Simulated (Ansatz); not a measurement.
This was printed by a script on Ansatz 0.2.0 through its Python package, for a single point in a Gaussian basis of CH3FTe, SMILES FC[TeH]. What did the script look like? Level of theory: r2SCAN, def2-SVPD basis, multiplicity 1.

```tsv
atom	x (Å)	y (Å)	z (Å)
F	-0.2526	-0.5279	-1.7345
C	0.0460	-0.4030	-0.4135
Te	-0.6029	1.4955	0.3585
H	1.2243	-0.4887	-0.3164
H	-0.4459	-1.2223	0.1344
H	0.0732	1.0824	1.9254
```

```console
$ python energy.py
crystal:
  periodic: [false, false, false]
  atoms:
    - { symbol: F, position_ang: [-0.2526, -0.5279, -1.7345] }
    - { symbol: C, position_ang: [0.046, -0.403, -0.4135] }
    - { symbol: Te, position_ang: [-0.6029, 1.4955, 0.3585] }
    - { symbol: H, position_ang: [1.2243, -0.4887, -0.3164] }
    - { symbol: H, position_ang: [-0.4459, -1.2223, 0.1344] }
    - { symbol: H, position_ang: [0.0732, 1.0824, 1.9254] }
basis:
  gaussian:
    orbitals: def2-SVPD
hamiltonian:
  xc: r2scan
output:
  orbitals: {}
  forces: true

converged              True
free_energy_ev         -11093.256492905819
reference_energy_ev    -11093.256492905819
n_frozen               0
n_occupied             [21, 21]
n_virtual              [81, 81]
<S^2> = 0.0  relativity: none
passes: {'evaluations': 15, 'products': 12}
occupied orbitals by irrep: [{'A': 21}, {'A': 21}]
forces (eV/A)
  F    -0.3148    0.1821   -0.5197
  C     2.6840   -0.9979    0.4147
  Te    0.2162    0.3159    1.2125
  H    -2.1826    0.1427   -0.0215
  H     0.0678    0.0700    0.0122
  H    -0.4706    0.2873   -1.0982
dipole moment 1.438 D
Mulliken: [('F', -0.436), ('C', 0.148), ('Te', 0.114), ('H', 0.146), ('H', 0.002), ('H', 0.026)]
Alpha      -9.101 eV  occupation 2
Alpha      -9.017 eV  occupation 2
Alpha      -7.863 eV  occupation 2
Alpha      -5.531 eV  occupation 2
Alpha      -1.905 eV  occupation 0
Alpha      -0.602 eV  occupation 0
Alpha       0.726 eV  occupation 0
Alpha       0.977 eV  occupation 0
Alpha       1.466 eV  occupation 0
Alpha       1.489 eV  occupation 0
Alpha       1.642 eV  occupation 0
Alpha       2.358 eV  occupation 0
Alpha       2.770 eV  occupation 0
```

The script that was run (others could print the same):

Script `energy.py`:
```python
from pathlib import Path

import ansatz as az
import numpy as np


def main() -> None:
    ch3fte = (
        az.Crystal.molecule()
        .atom("F", (-0.2526, -0.5279, -1.7345))
        .atom("C", (0.046, -0.403, -0.4135))
        .atom("Te", (-0.6029, 1.4955, 0.3585))
        .atom("H", (1.2243, -0.4887, -0.3164))
        .atom("H", (-0.4459, -1.2223, 0.1344))
        .atom("H", (0.0732, 1.0824, 1.9254))
    )

    calculation = (
        ch3fte.calculation()
        .basis(gaussian="def2-SVPD")
        .functional("r2scan")
        .forces()
        .orbitals()
    )
    print(calculation.to_yaml())
    out = calculation.run(threads=1, runs_dir="out")
    report = out.report

    for key in ("converged", "free_energy_ev", "reference_energy_ev", "n_frozen", "n_occupied", "n_virtual"):
        print(f"{key:22s} {report[key]}")

    field = report["mean_field"]
    print("<S^2> =", round(abs(field["state"]["spin_squared"]), 4), " relativity:", field["relativity"])
    print("passes:", field["passes"])
    if "symmetry" in field:
        print("occupied orbitals by irrep:", field["symmetry"]["occupied"])

    symbols = [site.symbol for site in ch3fte.cartesian_sites]
    print("forces (eV/A)")
    for symbol, f in zip(symbols, report["forces_ev_ang"]):
        print(f"  {symbol:2s} {f[0]:9.4f} {f[1]:9.4f} {f[2]:9.4f}")

    charges = report["charge_distribution"]
    print("dipole moment", round(4.803205 * float(np.linalg.norm(charges["dipole_moment_e_ang"])), 3), "D")
    print("Mulliken:", [(s, round(q, 3)) for s, q in zip(symbols, charges["mulliken_charges_e"])])

    lines = Path(report["orbitals_path"]).read_text().splitlines()
    field_of = lambda key: [line.split("=")[1].strip() for line in lines if line.startswith(key)]
    orbitals = [(27.211386 * float(e), s, float(n)) for e, s, n in zip(field_of("Ene="), field_of("Spin="), field_of("Occup="))]
    homo = max(e for e, _, n in orbitals if n > 0.5)
    lumo = min(e for e, _, n in orbitals if n < 0.5)
    for e, spin, n in sorted(orbitals):
        if homo - 6 < e < lumo + 5:
            print(f"{spin:6s} {e:10.3f} eV  occupation {n:.0f}")


if __name__ == "__main__":
    main()
```

Caveats:
- Total energies depend on the basis set; only differences at equal settings carry meaning.
- The geometry is a force-field or estimated start, not a minimum of this method, and the basis set is short of its limit.
- def2 sets replace the cores of elements past krypton by effective core potentials.
- Alpha marks a spatial orbital of a restricted run, filled by both spins.
- Levels such as HOMO and LUMO are orbital energies: with these approximate functionals they aren't the ionisation energy and electron affinity, and their gap isn't the fundamental gap.
- Mulliken charges are unreliable in a basis with diffuse functions.
- It ran for 5.6 s on 1 thread of Intel(R) Xeon(R) Platinum 8375C CPU @ 2.90GHz (Ice Lake) (shared host), peak memory 0.22 GiB.

(Lines on the test bed's own set-up are left out of the output.)
